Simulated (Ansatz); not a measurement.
# ScPd: the cost of one run

Program: Ansatz 0.2.0. Level of theory: DFT r²SCAN, frozen-core PAW and all-electron LAPW, scalar-relativistic unless said. These are calculated values, not measurements.

### 1 Starting point

Symmetry: Pm-3m, No. 221, cubic system. Conventional cell: a = 3.283 Å, b = 3.283 Å, c = 3.283 Å, α = 90.00°, β = 90.00°, γ = 90.00°. Sc (site symmetry m-3m) is surrounded by 8 Pd at 2.84 Å. Pd (site symmetry m-3m) has 8 Sc at 2.84 Å as nearest neighbours.

As a file:

```xyz
2
Lattice="3.2830 0.0000 0.0000 0.0000 3.2830 0.0000 0.0000 0.0000 3.2830" Properties=species:S:1:pos:R:3 pbc="T T T"
Sc    1.6415    1.6415    1.6415
Pd    0.0000    0.0000    0.0000
```

Cartesian axes are those of the input's lattice vectors. The structure goes back to a database entry.

### 2 Cell and atoms relaxed, PAW

Input file input.yaml:

```yaml
crystal:
  lattice:
    - [3.283, 0.0, 0.0]
    - [0.0, 3.283, 0.0]
    - [0.0, 0.0, 3.283]
  atoms:
    - { symbol: Sc, position: [0.5, 0.5, 0.5] }
    - { symbol: Pd, position: [0.0, 0.0, 0.0] }
kpoints:
  mp_grid: { grid: [12, 12, 12] }
scf:
  occupations: { method: fermi_dirac, width: 0.1 }
hamiltonian:
  xc: r2scan
  pseudopotentials: { kind: paw }
relax:
  f_tol: 0.002
  max_steps: 80
  cell: {}
output:
  forces: true
  stress: true
```

On the command line:

```
$ ansatz run input.yaml --threads 1 --pin off --max-ram 3072MiB --backend cpu --events-out ev --progress --plain --runs-dir out
```

What time and memory should one allow on 1 thread of Arm Neoverse V1, shared host?

About 27 s, with a peak of 0.42 GiB.
